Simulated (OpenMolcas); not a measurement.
# Hg: CASSCF and CASPT2 terms and fine-structure levels

Which level of Hg lies lowest, and where do the others fall? The reference wave functions come first, then spin-orbit coupling, then second-order correlation.

The numbers are computed with OpenMolcas 26.06 (state-averaged CASSCF and CASPT2, spin-orbit coupling by RASSI with atomic mean-field integrals), except any that are marked as measured or tabulated.

## (1) Starting point

* Species: Hg (mercury, Z = 80, 80 electrons)
* Basis: ANO-RCC-VTZP [8s7p5d3f1g], 84 functions
* Scalar Hamiltonian: X2C, point nucleus
* Inactive shells: 1s 2s 2p 3s 3p 3d 4s 4p 4d 4f 5s 5p 5d
* Active space: 2 electrons in 4 orbitals (6s 6p)
* Some configurations of this space: 6p2, 6s 6p, 6s2
* Orbitals: optimised for each spin and parity, averaged over the low roots

Outer shells as boxes (Hund's rule):

6p2
```
6p [↑ ][↑ ][  ]
```

6s 6p
```
6s [↑ ]
6p [↑ ][  ][  ]
```

6s2
```
6s [↑↓]
```

The work runs as a chain of OpenMolcas steps in one folder; each step below is one input file. Labels, J, g values, rates, χT and fits are worked out afterwards by a script from the matrices that RASSI stores.

## (2) One- and two-electron integrals

a.inp

```
&GATEWAY
Coord
1

Hg 0.0 0.0 0.0
Basis=ANO-RCC-VTZP
Group=XYZ
NoMove
AngMom=0.0 0.0 0.0
AMFI
RX2C
&SEWARD
```

Output:

```text
Basis set label: HG.ANO-RCC...8S7P5D3F1G.

      Electronic valence basis set:
      ------------------
      Associated Effective Charge  80.000000 au
      Associated Actual Charge     80.000000 au
      Nuclear Model: Point charge

      Shell  nPrim  nBasis  Cartesian Spherical Contaminant
         s      25       8        X
         p      22       7        X
         d      16       5                 X
         f      12       3                 X
         g       4       1                 X
RX2C
                  Relativistic X2C integrals
                  Atomic mean-field integrals
```

## (3) CASSCF: triplets of even parity, 3 roots

a.inp

```
&RASSCF
FileOrb=start.orb
Symmetry=1
Spin=3
nActEl=2 0 0
Inactive=20 19
Ras2=1 3
CIRoot=3 3 1
SDav=3
CIMx=300
Iter=120 100
PrWF=0.3
OrbListing=Nothing
MaxOrb=0
Atom
>>> COPY $Project.JobIph JOB001
```

start.orb holds the contracted functions of the basis, ordered by shell, or the orbitals of the step before.

Output, shortened:

```text
[...]
      Number of active orbitals                  4
[...]
      Spin quantum number                      1.0
[...]
      Active orbitals                            1   3
[...]
      Number of CSFs                             3
      Number of root(s) required                 3
[...]
 ###    WARNING: Problems in orbital optimization.                           ###
 ###                                                                         ###
 ###                                                                         ###
[...]
      Convergence after  4 iterations
[...]
      Natural orbitals and occupation numbers for root  1
      sym 1:   0.000000
      sym 2:   1.000000   0.000000   1.000000
      Natural orbitals and occupation numbers for root  2
      sym 1:   0.000000
      sym 2:   1.000000   1.000000  -0.000000
      Natural orbitals and occupation numbers for root  3
      sym 1:   0.000000
      sym 2:   0.000000   1.000000   1.000000
::    RASSCF root number  1 Total energy: -19623.02361098
::    RASSCF root number  2 Total energy: -19623.02361098
::    RASSCF root number  3 Total energy: -19623.02361098
```

The warning on the orbital optimisation comes with active orbitals that are nearly full or empty in all roots, whose rotations are then almost redundant.

## (4) CASSCF: singlets of even parity, 1 root

a.inp

```
&RASSCF
FileOrb=start.orb
Symmetry=1
Spin=1
nActEl=2 0 0
Inactive=20 19
Ras2=1 3
CIRoot=1 1 1
SDav=7
CIMx=300
Iter=120 100
PrWF=0.3
OrbListing=Nothing
MaxOrb=0
Atom
>>> COPY $Project.JobIph JOB002
```

Output, shortened:

```text
[...]
      Number of active orbitals                  4
[...]
      Spin quantum number                      0.0
[...]
      Active orbitals                            1   3
[...]
      Number of CSFs                             7
      Number of root(s) required                 1
[...]
      Convergence after 10 iterations
[...]
      Natural orbitals and occupation numbers for root  1
      sym 1:   1.923052
      sym 2:   0.025649   0.025649   0.025649
::    RASSCF root number  1 Total energy: -19623.42735053
```

## (5) Reference wave functions, triplets of odd parity, 3 roots

a.inp

```
&RASSCF
FileOrb=start.orb
Symmetry=2
Spin=3
nActEl=2 0 0
Inactive=20 19
Ras2=1 3
CIRoot=3 3 1
SDav=3
CIMx=300
Iter=120 100
PrWF=0.3
OrbListing=Nothing
MaxOrb=0
Atom
>>> COPY $Project.JobIph JOB003
```

Output:

```text
Wave function specifications:
      -----------------------------

      Number of closed shell electrons          78
      Number of electrons in active shells       2
      Max number of holes in RAS1 space          0
      Max nr of electrons in RAS3 space          0
      Number of inactive orbitals               39
      Number of active orbitals                  4
      Number of secondary orbitals              41
      Spin quantum number                      1.0
      State symmetry                             2
Orbital specifications:
      -----------------------

      Symmetry species                           1   2
                                                ag  au
      Frozen orbitals                            0   0
      Inactive orbitals                         20  19
      Active orbitals                            1   3
      RAS1 orbitals                              0   0
      RAS2 orbitals                              1   3
      RAS3 orbitals                              0   0
      Secondary orbitals                        21  20
      Deleted orbitals                           0   0
      Number of basis functions                 42  42
      Number of CSFs                             3
      Number of root(s) required                 3
      Iter CI   SX   CI       RASSCF       Energy    max ROT     max BLB   max BLB  Level Ln srch  Step   QN
          iter iter root      energy       change     param      element    value   shift minimum  type update
 Nr of preliminary CI iterations:   1
      Total energies have been shifted. Add               -19000.00 au
        1   1    3    0  -623.26323243    0.00E+00  -2.23E-07   10  30 1  5.79E-07   0.00   0.00    SX    NO
        2   1    2    0  -623.26323243   -5.46E-11   1.07E-07   10  36 2  2.34E-07   0.00   0.00    SX    NO
        3   1    2    0  -623.26323243    2.91E-11   4.24E-08   17  26 1 -1.52E-07   0.00   0.00    SX    NO
        4   1    2    0  -623.26323243   -1.46E-11   4.82E-08   17  31 1 -9.76E-08   0.00   0.00    SX    NO
      Convergence after  4 iterations
        5   1    2    0  -623.26323243    0.00E+00   4.82E-08   17  26 1 -7.79E-08   0.00   0.00    SX    NO
      Natural orbitals and occupation numbers for root  1
      sym 1:   1.000000
      sym 2:   1.000000  -0.000000   0.000000
      Natural orbitals and occupation numbers for root  2
      sym 1:   1.000000
      sym 2:  -0.000000   1.000000   0.000000
      Natural orbitals and occupation numbers for root  3
      sym 1:   1.000000
      sym 2:   0.000000   0.000000   1.000000
::    RASSCF root number  1 Total energy: -19623.26323243
::    RASSCF root number  2 Total energy: -19623.26323243
::    RASSCF root number  3 Total energy: -19623.26323243
```

## (6) Reference wave functions, singlets of odd parity, 3 roots

a.inp: that of step 5 with these lines changed.

```diff
@@ -3,3 +3,3 @@
 Symmetry=2
-Spin=3
+Spin=1
 nActEl=2 0 0
@@ -15,2 +15,2 @@
 Atom
->>> COPY $Project.JobIph JOB003
+>>> COPY $Project.JobIph JOB004
```

Output, shortened:

```text
[...]
      Number of active orbitals                  4
[...]
      Spin quantum number                      0.0
[...]
      Active orbitals                            1   3
[...]
      Number of CSFs                             3
      Number of root(s) required                 3
[...]
      Convergence after  9 iterations
[...]
      Natural orbitals and occupation numbers for root  1
      sym 1:   1.000000
      sym 2:   0.000000   1.000000   0.000000
      Natural orbitals and occupation numbers for root  2
      sym 1:   1.000000
      sym 2:   1.000000   0.000000   0.000000
      Natural orbitals and occupation numbers for root  3
      sym 1:   1.000000
      sym 2:   0.000000   0.000000   1.000000
::    RASSCF root number  1 Total energy: -19623.18599540
::    RASSCF root number  2 Total energy: -19623.18599540
::    RASSCF root number  3 Total energy: -19623.18599540
```

## (7) State interaction with spin-orbit coupling

a.inp

```
&RASSI
NrOfJobIphs=3 1 3 3
1
1 2 3
1 2 3
IphNames
JOB002
JOB003
JOB004
EJob
SpinOrbit
DIPRint=1.0
SOCoupling=1000.0
Subsets=2
MEES
Property=10
'ANGMOM' 1 'ANGMOM' 2 'ANGMOM' 3 'MLTPL  1' 1 'MLTPL  1' 2 'MLTPL  1' 3
'AMFI' 1 'AMFI' 2 'AMFI' 3 'MLTPL  2' 6
SOProperty=3
'ANGMOM' 1 'ANGMOM' 2 'ANGMOM' 3
```

Output, shortened:

```text
SPIN-FREE ENERGIES:
  (Shifted by EMIN (a.u.) =     -19623.4273505348)
 SF State       Relative EMIN(au)   Rel lowest level(eV)    D:o, cm**(-1)      L_eff
     1             0.0000000000        0.0000000000              0.0000         0.0
     2             0.1641181072        4.4658812050          36019.7611         1.0
     3             0.1641181072        4.4658812050          36019.7611         1.0
     4             0.1641181072        4.4658812050          36019.7611         1.0
     5             0.2413551312        6.5676076975          52971.3284         1.0
     6             0.2413551312        6.5676076975          52971.3284         1.0
     7             0.2413551312        6.5676076975          52971.3284         1.0
     Dipole printing threshold changed to   1.00000000E+00
[...]
Eigenvalues of complex Hamiltonian:
   -----------------------------------
  (Shifted by EMIN (a.u.) =     -19623.4273505348)
 SO State       Relative EMIN(au)   Rel lowest level(eV)    D:o, cm**(-1)     J-value
     1             0.0000000000        0.0000000000              0.0000         0.0
     2             0.1480686607        4.0291535177          32497.3147         0.0
     3             0.1553928910        4.2284559766          34104.7975         0.7
     4             0.1553928910        4.2284559766          34104.7975         0.8
     5             0.1553928910        4.2284559766          34104.7975         0.7
     6             0.1721428304        4.6842450486          37780.9843         1.4
     7             0.1721428304        4.6842450486          37780.9843         1.6
     8             0.1721428304        4.6842450486          37780.9843         1.6
     9             0.1721428304        4.6842450486          37780.9843         1.9
    10             0.1721428304        4.6842450486          37780.9843         1.1
    11             0.2420556242        6.5866690823          53125.0689         0.8
[...]
```

Time for these steps: 11 s (1 thread, shared host).

Spin-free terms, from the roots grouped by L:

```csv
configuration,term,E (cm-1)
6s2,1S,0.0
6s 6p,3P*,36020
6s 6p,1P*,52971
```

Levels with spin-orbit coupling, from the RASSI matrices grouped by J:

| Configuration | Term | J | E (cm-1) | g | Leading % |
| --- | --- | --- | --- | --- | --- |
| 6s2 | 1S | 0 | 0.0 |  | 100 |
| 6s 6p | 3P* | 0 | 32497 |  | 100 |
| 6s 6p | 3P* | 1 | 34105 | 1.497 | 99 |
| 6s 6p | 3P* | 2 | 37781 | 1.501 | 100 |
| 6s 6p | 1P* | 1 | 53125 | 1.004 | 99 |

## (8) CASPT2: IPEA 0.25, imaginary shift 0.1 (closed shells correlated: 5d)

a.inp

```
>>> COPY JOB002 $Project.JobIph
&CASPT2
Multistate=1 1
Frozen=15 19
IPEA=0.25
Imaginary=0.1
MaxIter=60
WThr=0.0 0.3 0.05
PrWF=0.5
NoMix
>>> COPY JOB003 $Project.JobIph
&CASPT2
Multistate=3 1 2 3
Frozen=15 19
IPEA=0.25
Imaginary=0.1
MaxIter=60
WThr=0.0 0.3 0.05
PrWF=0.5
NoMix
>>> COPY JOB004 $Project.JobIph
&CASPT2
Multistate=3 1 2 3
Frozen=15 19
IPEA=0.25
Imaginary=0.1
MaxIter=60
WThr=0.0 0.3 0.05
PrWF=0.5
NoMix
```

Output:

```text
Orbital specifications:
      -----------------------

      Symmetry species                           1   2
                                                ag  au
      Frozen orbitals                           15  19
      Inactive orbitals                          5   0
      Active orbitals                            1   3
      Secondary orbitals                        21  20
      Deleted orbitals                           0   0
      Number of basis functions                 42  42
Type of calculation                        SS-CASPT2
      Fock operator                              state-specific
      IPEA shift                                 0.25
      Real shift                                 0.00
      Imaginary shift                            0.10
      The input orbitals will be transformed to quasi-canonical
Reference energy:      -19623.4273505348
      E2 (Non-variational):      -0.3966725294
      Shift correction:          -0.0003211452
      E2 (Variational):          -0.3969936746
      Total energy:          -19623.8243442094
      Residual norm:              0.0000003500
      Reference weight:           0.91086
      Contributions to the CASPT2 correlation energy
      Active & Virtual Only:         -0.0018827191
      One Inactive Excited:          -0.0892710217
      Two Inactive Excited:          -0.3055187886
::    CASPT2 Root  1     Total energy: -19623.82434421
Orbital specifications:
      -----------------------

      Symmetry species                           1   2
                                                ag  au
      Frozen orbitals                           15  19
      Inactive orbitals                          5   0
      Active orbitals                            1   3
      Secondary orbitals                        21  20
      Deleted orbitals                           0   0
      Number of basis functions                 42  42
Type of calculation                        MS-CASPT2
      Fock operator                              state-specific
      IPEA shift                                 0.25
      Real shift                                 0.00
      Imaginary shift                            0.10
      The input orbitals will be transformed to quasi-canonical
Reference energy:      -19623.2632324276
      E2 (Non-variational):      -0.3710985125
      Shift correction:          -0.0002843403
      E2 (Variational):          -0.3713828527
      Total energy:          -19623.6346152804
      Residual norm:              0.0000004620
      Reference weight:           0.91863
      Contributions to the CASPT2 correlation energy
      Active & Virtual Only:         -0.0025718280
      One Inactive Excited:          -0.0646770280
      Two Inactive Excited:          -0.3038496564
Reference energy:      -19623.2632324276
      E2 (Non-variational):      -0.3710985125
      Shift correction:          -0.0002843403
      E2 (Variational):          -0.3713828527
      Total energy:          -19623.6346152804
      Residual norm:              0.0000004620
      Reference weight:           0.91863
      Contributions to the CASPT2 correlation energy
      Active & Virtual Only:         -0.0025718280
      One Inactive Excited:          -0.0646770280
      Two Inactive Excited:          -0.3038496564
::    CASPT2 Root  1     Total energy: -19623.63461528
::    CASPT2 Root  2     Total energy: -19623.63461528
::    CASPT2 Root  3     Total energy: -19623.63461528
::    MS-CASPT2 Root  1     Total energy: -19623.63461528
::    MS-CASPT2 Root  2     Total energy: -19623.63461528
::    MS-CASPT2 Root  3     Total energy: -19623.63461528
Orbital specifications:
      -----------------------

      Symmetry species                           1   2
                                                ag  au
      Frozen orbitals                           15  19
      Inactive orbitals                          5   0
      Active orbitals                            1   3
      Secondary orbitals                        21  20
      Deleted orbitals                           0   0
      Number of basis functions                 42  42
Type of calculation                        MS-CASPT2
      Fock operator                              state-specific
      IPEA shift                                 0.25
      Real shift                                 0.00
      Imaginary shift                            0.10
      The input orbitals will be transformed to quasi-canonical
Reference energy:      -19623.1859954036
      E2 (Non-variational):      -0.3903279095
      Shift correction:          -0.0003713703
      E2 (Variational):          -0.3906992797
      Total energy:          -19623.5766946834
      Residual norm:              0.0000002469
      Reference weight:           0.90848
      Contributions to the CASPT2 correlation energy
      Active & Virtual Only:         -0.0079276935
      One Inactive Excited:          -0.0783950576
      Two Inactive Excited:          -0.3040051584
Reference energy:      -19623.1859954036
      E2 (Non-variational):      -0.3903279095
      Shift correction:          -0.0003713703
      E2 (Variational):          -0.3906992797
      Total energy:          -19623.5766946834
      Residual norm:              0.0000002469
      Reference weight:           0.90848
      Contributions to the CASPT2 correlation energy
      Active & Virtual Only:         -0.0079276935
      One Inactive Excited:          -0.0783950576
      Two Inactive Excited:          -0.3040051584
::    CASPT2 Root  1     Total energy: -19623.57669468
::    CASPT2 Root  2     Total energy: -19623.57669468
::    CASPT2 Root  3     Total energy: -19623.57669468
::    MS-CASPT2 Root  1     Total energy: -19623.57669468
::    MS-CASPT2 Root  2     Total energy: -19623.57669468
::    MS-CASPT2 Root  3     Total energy: -19623.57669468
```

This run took 1.6 s in all on 1 thread, shared host.

SS-CASPT2: lowest energy less the reference's lowest, -0.3970 hartree; reference weights 0.908 to 0.919. These are the single-state energies of the run (the lines without MS-).

The roots that group into whole terms:

```csv
configuration,term,E (cm-1),spread (cm-1)
6s2,1S,0.0,0
6s 6p,3P*,41640,0
6s 6p,1P*,54350,0
```

Levels with spin-orbit coupling, from the RASSI matrix with the averaged CASPT2 term energies on its diagonal:

| Configuration | Term | J | E (cm-1) | g | Leading % |
| --- | --- | --- | --- | --- | --- |
| 6s2 | 1S | 0 | 0.0 |  | 100 |
| 6s 6p | 3P* | 0 | 38120 |  | 100 |
| 6s 6p | 3P* | 1 | 39680 | 1.494 | 99 |
| 6s 6p | 3P* | 2 | 43400 | 1.501 | 100 |
| 6s 6p | 1P* | 1 | 54550 | 1.007 | 99 |

Transitions at SS-CASPT2 energies (vacuum wavelengths; branching counts decays inside the model space alone):

```csv
upper,lower,type,λ (nm),A (s-1),branching %
6s 6p 1P* 1,6s2 1S0,E1,183.3,1.31e+09,100.0
6s 6p 3P* 1,6s2 1S0,E1,252,6.82e+06,100.0
6s 6p 1P* 1,6s 6p 3P* 0,M1,608.6,1.07e+00,0.0
6s 6p 1P* 1,6s 6p 3P* 1,E2,672.6,5.92e-01,0.0
6s 6p 1P* 1,6s 6p 3P* 1,M1,672.6,5.84e-01,0.0
6s 6p 1P* 1,6s 6p 3P* 2,M1,897,4.16e-01,0.0
6s 6p 1P* 1,6s 6p 3P* 2,E2,897,2.85e-02,0.0
6s 6p 3P* 2,6s 6p 3P* 0,E2,1893,1.37e-02,1.9
6s 6p 3P* 2,6s 6p 3P* 1,M1,2688,6.88e-01,97.3
6s 6p 3P* 2,6s 6p 3P* 1,E2,2688,5.26e-03,0.7
6s 6p 3P* 1,6s 6p 3P* 0,M1,6396,6.81e-02,0.0
```

## (9) The methods side by side

A. CASSCF
B. SS-CASPT2, IPEA 0.25, imaginary shift 0.1 (closed shells correlated: 5d)

Energies in cm-1 above each method's lowest level; measured values from NIST Handbook of Basic Atomic Spectroscopic Data.

```csv
level,A,B,measured
6s2 1S0,0.0,0.0,0.0
6s 6p 3P* 0,32497,38120,37645
6s 6p 3P* 1,34105,39680,39412
6s 6p 3P* 2,37781,43400,44043
6s 6p 1P* 1,53125,54550,54069
```

Mean absolute deviation from the 4 measured excited levels that all methods hold: A 4400 cm⁻¹, B 470 cm⁻¹.

## (10) Outcome

```
                                                     quantity                                                                     value
                                                       method  SS-CASPT2, IPEA 0.25, imaginary shift 0.1 (closed shells correlated: 5d)
                                                 lowest level                                               6s2 1S0, 100 % of that term
                                  ground level listed by NIST                                                                       1S0
                                          first excited level                                                 6s 6p 3P* 0 at 38120 cm-1
strongest of the lines computed, by gA, at SS-CASPT2 energies                         6s 6p 1P* 1 → 6s2 1S0, 183.3 nm, A = 1.31e+09 s⁻¹
```

What each method costs and misses:

```csv
method,time of its own steps,time with the reference,mean absolute difference from the measured levels (cm-1)
A. CASSCF,11 s,11 s,4400
"B. SS-CASPT2, IPEA 0.25, imaginary shift 0.1, +5d",1.6 s,13 s,470
```

Times are of one thread on a shared host.

**Reading.** Method B lies closest to the measured levels (470 cm⁻¹ on average) and A farthest (4400). Only the configurations of the active space and the roots asked for are present. Not all states of the active space went into the spin-orbit step. No d shell is active. Spin-orbit splittings of 6p shells come out too small at this level. Levels of other configurations are missing from the list.
